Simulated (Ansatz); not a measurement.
The same calculation of CH3BrFGaO, SMILES [OH][Ga]([F])[CH2]Br as a Python script and as an input file (the Python package of Ansatz (0.2.0)).

The cells in order, each with its output:

**Cell 1**
```python
from pathlib import Path

import ansatz as az
```

**Cell 2**
```python
BASIS = "6-31G*"
LEVEL = "MP2"
```

**Cell 3**
```python
geometry = (
    az.Crystal.molecule()
    .atom("O", (-0.1843, 0.8145, 1.8989))
    .atom("Ga", (0.2568, -0.1228, 0.7717))
    .atom("F", (1.5989, -0.2956, 1.0129))
    .atom("C", (0.1134, -0.5563, -0.993))
    .atom("Br", (-0.2131, 1.1018, -1.9369))
    .atom("H", (-1.0669, 1.2268, 1.4837))
    .atom("H", (0.4845, -1.3166, -1.6858))
    .atom("H", (-0.8972, -0.9088, -0.6073))
)
```

**Cell 4**
```python
job = geometry.calculation()
job = job.basis(gaussian=BASIS)
job = job.correlation(LEVEL, electrons="valence")
job = job.orbitals()
out = job.run(threads=1, backend="cpu", runs_dir="ch3brfgao_runs")
rep = out.report
```

**Cell 5**
```python
rep["converged"], rep["free_energy_ev"]
```
Output:
```text
(True, -128158.78804157944)
```

**Cell 6**
```python
rep["mean_field"]["state"]["spin_squared"]
```
Output:
```text
1.1368683772161603e-13
```

**Cell 7**
```python
rep["n_occupied"], rep["n_virtual"]
```
Output:
```text
([25, 25], [75, 75])
```

**Cell 8**
```python
print("reference energy %16.6f eV" % rep["reference_energy_ev"])
print("total energy     %16.6f eV" % rep["free_energy_ev"])
print("occupied orbitals outside the frozen core (up, down):", rep["n_occupied"], " frozen:", rep["n_frozen"], " virtual:", rep["n_virtual"])

parts = rep["correlation"]
for name in ("random_phase", "coupled_cluster", "perturbative"):
    if name in parts:
        print(f"{name:16s} {parts[name]['energy']['hartree']:12.7f} Ha")
if "second_order" in parts:
    pair = parts["second_order"]
    print(f"MP2 same spin {pair['same_spin']['hartree']:.7f} Ha, opposite spin {pair['opposite_spin']['hartree']:.7f} Ha")
```
Output:
```text
reference energy   -128131.616931 eV
total energy       -128158.788042 eV
occupied orbitals outside the frozen core (up, down): [25, 25]  frozen: 21  virtual: [75, 75]
MP2 same spin -0.3046736 Ha, opposite spin -0.6938463 Ha
```

**Cell 9**
```python
field = rep["mean_field"]
print("<S^2> =", round(abs(field["state"]["spin_squared"]), 4), " all-electron relativity setting:", field["relativity"])
print("passes:", field["passes"])
if "symmetry" in field:
    print("occupied orbitals by irrep:", field["symmetry"]["occupied"])
```
Output:
```text
<S^2> = 0.0  all-electron relativity setting: none
passes: {'evaluations': 11, 'products': 38}
occupied orbitals by irrep: [{'A': 46}, {'A': 46}]
```

**Cell 10**
```python
lines = Path(rep["orbitals_path"]).read_text().splitlines()
field_of = lambda key: [line.split("=")[1].strip() for line in lines if line.startswith(key)]
orbitals = [(27.211386 * float(e), s, float(n)) for e, s, n in zip(field_of("Ene="), field_of("Spin="), field_of("Occup="))]
homo = max(e for e, _, n in orbitals if n > 0.5)
lumo = min(e for e, _, n in orbitals if n < 0.5)
for e, spin, n in sorted(orbitals):
    if homo - 15 < e < lumo + 5:
        print(f"{spin:6s} {e:10.3f} eV  occupation {n:.0f}")
```
Output:
```text
Alpha     -24.352 eV  occupation 2
Alpha     -19.621 eV  occupation 2
Alpha     -18.321 eV  occupation 2
Alpha     -17.529 eV  occupation 2
Alpha     -17.287 eV  occupation 2
Alpha     -16.392 eV  occupation 2
Alpha     -15.060 eV  occupation 2
Alpha     -14.676 eV  occupation 2
Alpha     -14.305 eV  occupation 2
Alpha     -12.917 eV  occupation 2
Alpha     -11.358 eV  occupation 2
Alpha     -10.102 eV  occupation 2
Alpha       1.162 eV  occupation 0
Alpha       2.877 eV  occupation 0
Alpha       4.035 eV  occupation 0
Alpha       4.252 eV  occupation 0
Alpha       4.877 eV  occupation 0
```

`input.yaml`:
```yaml
crystal:
  periodic: [false, false, false]
  atoms:
    - { symbol: O, position_ang: [-0.1843, 0.8145, 1.8989] }
    - { symbol: Ga, position_ang: [0.2568, -0.1228, 0.7717] }
    - { symbol: F, position_ang: [1.5989, -0.2956, 1.0129] }
    - { symbol: C, position_ang: [0.1134, -0.5563, -0.993] }
    - { symbol: Br, position_ang: [-0.2131, 1.1018, -1.9369] }
    - { symbol: H, position_ang: [-1.0669, 1.2268, 1.4837] }
    - { symbol: H, position_ang: [0.4845, -1.3166, -1.6858] }
    - { symbol: H, position_ang: [-0.8972, -0.9088, -0.6073] }
basis:
  gaussian:
    orbitals: "6-31G*"
correlation:
  method: mp2
  electrons: valence
output:
  orbitals: {}
```

Caveats:
- The settings weren't tested for convergence.
- The geometry is a force-field or estimated start, not a minimum of this method, and the basis set is short of its limit.
- Alpha marks a spatial orbital of a restricted run, filled by both spins.
- Levels such as HOMO and LUMO are orbital energies: in Hartree-Fock the gap is too wide and the LUMO hangs on the basis.
- S² is that of the Hartree-Fock reference.
- The whole script took 5.8 s on 1 thread of Intel(R) Xeon(R) 6975P-C (Granite Rapids), with other jobs on the host, peak memory 0.34 GiB.
